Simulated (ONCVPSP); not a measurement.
# An ONCV potential for P, from input to tests

Aim: build the potential from the settings below, then test how well it stands in for the atom: other configurations, scattering, ghost states and the plane-wave cutoff that it needs.

Method: ONCVPSP 4.0.1.1 (patched build), PBE, scalar-relativistic.

## (1) Settings

The settings as typed:

- element: phosphorus (P, Z = 15)
- type: optimised norm-conserving Vanderbilt (ONCV)
- frozen core: [Ne]
- valence charge: 5
- reference configuration: 3s1 3p4
- partial waves: 3s: rc 1.50 bohr, ncon 3, nbas 7, qcut 4.1 1/bohr, 2 projectors, debl 3.6 Ha; 3p: rc 1.25 bohr, ncon 4, nbas 9, qcut 5.4 1/bohr, 2 projectors, debl 3.9 Ha; d scattering state at 0.02 Ha: rc 1.65 bohr, ncon 4, nbas 9, qcut 6.3 1/bohr, 2 projectors, debl 0.4 Ha
- local potential: polynomial inside 1.15 bohr (lpopt 5, dvloc0 1 Ha)
- core correction: Teter function fitted to the true core (icmod 2), fcfact 0.2

## (2) The generation run

Input file P.dat:

```
# ATOM AND REFERENCE CONFIGURATION
# atsym  z   nc   nv     iexc    psfile
  P 15.00    3    2        4      upf
#
#   n    l    f
    1    0    2.00
    2    0    2.00
    2    1    6.00
    3    0    1.00
    3    1    4.00
#
# PSEUDOPOTENTIAL AND OPTIMIZATION
# lmax
    2
#
#   l,   rc,      ep,       ncon, nbas, qcut
    0    1.50    0.00    3    7    4.10
    1    1.25    0.00    4    9    5.40
    2    1.65    0.02    4    9    6.30
#
# LOCAL POTENTIAL
# lloc, lpopt,  rc(5),   dvloc0
    4    5    1.15    1.00
#
# VANDERBILT-KLEINMAN-BYLANDER PROJECTORs
# l, nproj, debl
    0    2    3.60
    1    2    3.90
    2    2    0.40
#
# MODEL CORE CHARGE
# icmod, fcfact, rcfact
    2    0.20    1.05
#
# LOG DERIVATIVE ANALYSIS
# epsh1, epsh2, depsh
   -2.00    5.00    0.02
#
# OUTPUT GRID
# rlmax, drl
    6.00    0.01
#
# TEST CONFIGURATIONS
# ncnf
    4
# nvcnf
#   n    l    f
    2
    3    0    2.00
    3    1    3.00
#
    2
    3    0    2.00
    3    1    2.00
#
    2
    3    0    2.00
    3    1    1.00
#
    2
    3    0    0.00
    3    1    5.00
#
```

Started as:

```console
$ oncvpsp.x < P.dat > P.out
```

What does the calculation give? Wanted: cutoffs for 1 and 0.1 mHa per electron, occupied waves; bound ghosts; GHOST(+) flags; largest test error; largest phase difference near zero energy, channels read; rms error of d²Exc/dn², without and with the model core.

The runs gave:

| quantity | value |
| --- | --- |
| cutoffs for 1 and 0.1 mHa per electron, occupied waves | 41 Ha and 165 Ha |
| bound ghosts | none found |
| GHOST(+) flags | s at 117 eV (1 near or above the test basis's cutoff) |
| largest test error (AE − PS) | +9.4 meV, for 3s2 3p1 |
| largest phase difference near zero energy, channels read | 0.003 rad |
| rms error of d²Exc/dn², without and with the model core | 1.89 and 0.68 mHa |

What this shows: The worst unpolarised test, 3s2 3p1, is off by 9.4 meV on 20.3 eV; by total energies transferability rates as good. By its cutoff, 41 Ha for the looser tolerance, it is hard. The tighter tolerance needs 165 Ha, and converged work needs a cutoff nearer that. At the looser tolerance the 3p wave is the slowest; 3s needs 12 Ha. The program's ghost test flags no bound state. Near zero energy the phases of the channels with partial waves agree within 0.003 rad. The program also flags highly localised states, GHOST(+) (s). These are tests on the free atom; a crystal test is still owed.
